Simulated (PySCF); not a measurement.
**C5H5OP3: electronic excitations**

Wanted: the electronic excitations of C5H5OP3 (`CC(=O)c1pcpcp1`), by calculation.

The runs use PySCF 2.14.0, with density-fitted response routines of our own; the level of theory stands in each step. All values are computed, except where a source is named. Atoms are numbered from 0 throughout.

### Step 1. The molecule as given

14 atoms, charge 0, multiplicity 1; geometry from: GFN2-xTB.

Bonds of the start (Å): C0–C1 1.51, C1–O2 1.21, C1–C3 1.47, C3–P4 1.86, P4–C5 1.89, C5–P6 1.85, P6–C7 1.68, C7–P8 1.82, P8–C3 1.86, C0–H9 1.09, C0–H10 1.09, C0–H11 1.09, C5–H12 1.09, C7–H13 1.08.

The optimised geometry no longer has the bonds of the starting formula, so what follows describes that rearranged structure.

### Step 2. Ultraviolet spectrum: CAM-B3LYP/def2-SVPD

What the job is given:

```
{"job": {"kind": "uv", "xc": "CAM-B3LYP", "basis": "def2-SVPD", "nstates": 8, "ntriplets": 3}, "charge": 0, "multiplicity": 1}
C     -2.252419     0.408889     0.192631
C     -1.224209    -0.692512     0.172919
O     -1.459870    -1.845408     0.455301
C      0.126530    -0.251078    -0.187985
P      0.820685    -0.179227    -1.912441
C      1.334982    -1.118104    -0.360439
P      2.826109    -0.555501     0.581645
C      2.380200     1.054634     0.416464
P      0.821728     1.451905    -0.431156
H     -2.064835     1.048634     1.054342
H     -2.172689     1.016270    -0.707246
H     -3.249587    -0.014640     0.273382
H      1.158292    -2.192612    -0.400398
H      2.954406     1.868277     0.830815
```

With the program's defaults for keys left out, this is: TDDFT CAM-B3LYP/def2-SVPD, vertical, gas phase, core orbitals frozen in the response.

Started as:

```bash
OMP_NUM_THREADS=1 python probes_run.py task.json out
```

The driver reads the jobs from task.json and runs them one after another.

What will the session give for the following? lowest singlet (CAM-B3LYP/def2-SVPD); brightest single state of those computed; lowest triplet. Wanted: lowest singlet; brightest single state of those computed; lowest triplet.

As calculated:

```
                                quantity                        value
    lowest singlet (CAM-B3LYP/def2-SVPD)  3.23 eV (384 nm), f = 0.011
brightest single state of those computed  state 6, 5.29 eV, f = 0.054
                          lowest triplet                      2.03 eV
```

**Reading.** The structure rearranged or came apart on optimisation; the results belong to the end geometry, not to the formula as drawn. The lowest singlet, at 3.23 eV, is HOMO→LUMO 0.93 and is weak; of the 8 states computed, the strongest absorption comes from state 6 at 5.29 eV (the last state computed is bright too, and its partners may lie past the list). The lowest triplet lies 1.20 eV below the lowest singlet (triplets in Tamm-Dancoff, singlets in full TDDFT).
